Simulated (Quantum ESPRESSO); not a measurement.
Set up this calculation in Quantum ESPRESSO 7.5, as the native input.

* Task: work function
* Functional: PBE
* Potentials or basis: PseudoDojo 0.4.1 SR PBE standard
* Cutoff: 925 eV
* Density cutoff: 3701 eV
* k mesh: 10 × 10 × 1
* Occupations: fermi-dirac, width 0.05 eV
* Spin: no spin polarisation
* Boundary across the vacuum: none
* Mixing mode: local-TF
* Mixing beta: 0.3
* Most SCF iterations: 150
* SCF threshold: 6e-09 Ry

Slab: Ir, a slab with vacuum.

```xyz
6
Lattice="2.7149 0.0000 0.0000 0.0000 2.7149 0.0000 0.0000 0.0000 24.5985" Properties=species:S:1:pos:R:3 pbc="T T T"
Ir    1.3574    1.3574    7.5000
Ir    0.0000    0.0000    9.4197
Ir    1.3574    1.3574   11.3394
Ir    0.0000    0.0000   13.2591
Ir    1.3574    1.3574   15.1788
Ir    0.0000    0.0000   17.0985
```

The input as run:

pw.in

```
&CONTROL
  calculation = 'scf'
  prefix = 'pwscf'
  outdir = './tmp'
  pseudo_dir = './pseudo'
  tprnfor = .true.
  disk_io = 'low'
/
&SYSTEM
  ibrav = 0
  celldm(1) = 8
  nat = 6
  ntyp = 1
  ecutwfc = 68
  nbnd = 66
  occupations = 'smearing'
  smearing = 'fd'
  degauss = 0.00367493
/
&ELECTRONS
  conv_thr = 6d-09
  electron_maxstep = 150
  mixing_beta = 0.3
  mixing_mode = 'local-TF'
/
ATOMIC_SPECIES
Ir   192.2170 Ir.upf
CELL_PARAMETERS alat
  0.6412940976462   0.0000000000000   0.0000000000000
  0.0000000000000   0.6412940976462   0.0000000000000
  0.0000000000000   0.0000000000000   5.8105535095759
ATOMIC_POSITIONS crystal
Ir     0.5000000000    0.5000000000    0.3048966400
Ir     0.0000000000    0.0000000000    0.3829379840
Ir     0.5000000000    0.5000000000    0.4609793280
Ir     0.0000000000    0.0000000000    0.5390206720
Ir     0.5000000000    0.5000000000    0.6170620160
Ir     0.0000000000    0.0000000000    0.6951033600
K_POINTS automatic
10 10 1 0 0 0
```

pp_density.in

```
&INPUTPP
  prefix = 'pwscf'
  outdir = './tmp'
  filplot = 'density.dat'
  plot_num = 0
/
&PLOT
  nfile = 1
  filepp(1) = 'density.dat'
  iflag = 3
  output_format = 6
  fileout = 'density.cube'
/
```

pp_potential.in

```
&INPUTPP
  prefix = 'pwscf'
  outdir = './tmp'
  filplot = 'potential.dat'
  plot_num = 11
/
&PLOT
  nfile = 1
  filepp(1) = 'potential.dat'
  iflag = 3
  output_format = 6
  fileout = 'potential.cube'
/
```

pp_elf.in

```
&INPUTPP
  prefix = 'pwscf'
  outdir = './tmp'
  filplot = 'elf.dat'
  plot_num = 8
/
&PLOT
  nfile = 1
  filepp(1) = 'elf.dat'
  iflag = 3
  output_format = 6
  fileout = 'elf.cube'
/
```

Potentials or basis: PseudoDojo 0.4.1 SR PBE standard.

Launch:

```sh
$ OMP_NUM_THREADS=1 pw.x -in pw.in > pw.out
$ OMP_NUM_THREADS=1 pp.x -in pp_density.in > pp_density.out
$ OMP_NUM_THREADS=1 pp.x -in pp_potential.in > pp_potential.out
$ OMP_NUM_THREADS=1 pp.x -in pp_elf.in > pp_elf.out
```

It gave:

| Item | Value |
| --- | --- |
| Largest force | 1.011 eV/Å |
| Band gap on the k mesh | none (metal or under the smearing width) |
| Work function of the upper face | 5.56 eV |
| Work function of the lower face | 5.56 eV |

It took 6.8 min on 1 thread of Arm Neoverse V2, on a shared host, peak memory 0.42 GiB.
